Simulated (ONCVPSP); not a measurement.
**Pseudopotential generation for germanium: ONCV, PBE**

Task: generate the file, and judge it by its errors in other configurations, its logarithmic derivatives, its ghosts and its cutoff.

Program: ONCVPSP 4.0.1.1 (patched build). Reference atom: PBE, scalar-relativistic, spherical and spin-unpolarised. All values are calculated.

## (1) Starting point

The settings as typed:

* element: germanium (Ge, Z = 32)
* type: optimised norm-conserving Vanderbilt (ONCV)
* frozen core: [Ar]
* valence charge: 14
* reference configuration: 3d10 4s2 4p1.75 (charge +0.25)
* partial waves: 4s: rc 1.85 bohr, ncon 4, nbas 7, qcut 3.8 1/bohr, 3 projectors, debl 0.4 Ha; 4p: rc 2.15 bohr, ncon 4, nbas 9, qcut 3.7 1/bohr, 2 projectors, debl 2 Ha; 3d: rc 1.15 bohr, ncon 3, nbas 7, qcut 16.2 1/bohr, local
* local potential: the d channel
* core correction: not asked for

The nodes and maxima of the atom's own shells, from an earlier all-electron run, set the scale for the radii.

All-electron outer shells of the reference configuration (PBE, scalar-relativistic, ld1.x):

| shell | level (eV) | outermost node (bohr) | outermost maximum (bohr) |
| --- | --- | --- | --- |
| 3s | -170.53 | 0.26 | 0.54 |
| 3p | -117.66 | 0.23 | 0.54 |
| 3d | -31.35 | – | 0.50 |
| 4s | -13.61 | 0.77 | 1.73 |
| 4p | -5.59 | 0.82 | 2.19 |

## (2) The generation run

File Ge.dat:

```
# ATOM AND REFERENCE CONFIGURATION
# atsym  z   nc   nv     iexc    psfile
  Ge 32.00    5    3        4      upf
#
#   n    l    f
    1    0    2.00
    2    0    2.00
    2    1    6.00
    3    0    2.00
    3    1    6.00
    3    2   10.00
    4    0    2.00
    4    1    1.75
#
# PSEUDOPOTENTIAL AND OPTIMIZATION
# lmax
    2
#
#   l,   rc,      ep,       ncon, nbas, qcut
    0    1.85    0.00    4    7    3.80
    1    2.15    0.00    4    9    3.70
    2    1.15    0.00    3    7   16.20
#
# LOCAL POTENTIAL
# lloc, lpopt,  rc(5),   dvloc0
    2    5    1.15    0.00
#
# VANDERBILT-KLEINMAN-BYLANDER PROJECTORs
# l, nproj, debl
    0    3    0.40
    1    2    2.00
    2    0    3.00
#
# MODEL CORE CHARGE
# icmod, fcfact, rcfact
    0    0.00    0.00
#
# LOG DERIVATIVE ANALYSIS
# epsh1, epsh2, depsh
   -3.00    5.00    0.02
#
# OUTPUT GRID
# rlmax, drl
    6.00    0.01
#
# TEST CONFIGURATIONS
# ncnf
    4
# nvcnf
#   n    l    f
    3
    3    2   10.00
    4    0    2.00
    4    1    2.00
#
    3
    3    2   10.00
    4    0    2.00
    4    1    1.00
#
    3
    3    2   10.00
    4    0    2.00
    4    1    0.00
#
    3
    3    2   10.00
    4    0    1.00
    4    1    2.00
#
```

Started as:

```sh
$ oncvpsp.x < Ge.dat > Ge.out
```

Before running it: what results should come out? Wanted: cutoffs for 1 and 0.1 mHa per electron, occupied waves; bound ghosts; GHOST(+) flags; largest test error; largest phase difference near zero energy, channels read; projector energies reset by the program.

The runs gave:

| quantity | value |
| --- | --- |
| cutoffs for 1 and 0.1 mHa per electron, occupied waves | 92 Ha and 104 Ha |
| bound ghosts | s at -201331.35 eV, s at -256.66 eV, p at -48.43 eV |
| GHOST(+) flags | s at 911 eV |
| largest test error (AE − PS) | -4.8 meV, for 3d10 4s2 4p0 |
| largest phase difference near zero energy, channels read | 0.034 rad |
| projector energies reset by the program | s: -0.500, 0.250, 0.650 Ha |

It has a bound ghost (s, p), a state that the atom doesn't have, and that rules the file out. By total energies transferability is very good: the largest error is 4.8 meV on 21.7 eV, for 3d10 4s2 4p0. Atomic tests can pass in spite of a ghost, since they solve only for the levels asked. The potential is very hard: the looser tolerance needs 92 Ha. The 3d wave sets it; 4s needs 10 Ha. Near zero energy the largest phase difference among the channels read is 0.03 rad, in the d channel. The program also flags highly localised states, GHOST(+) (s). These are tests on the free atom; a crystal test is still owed.
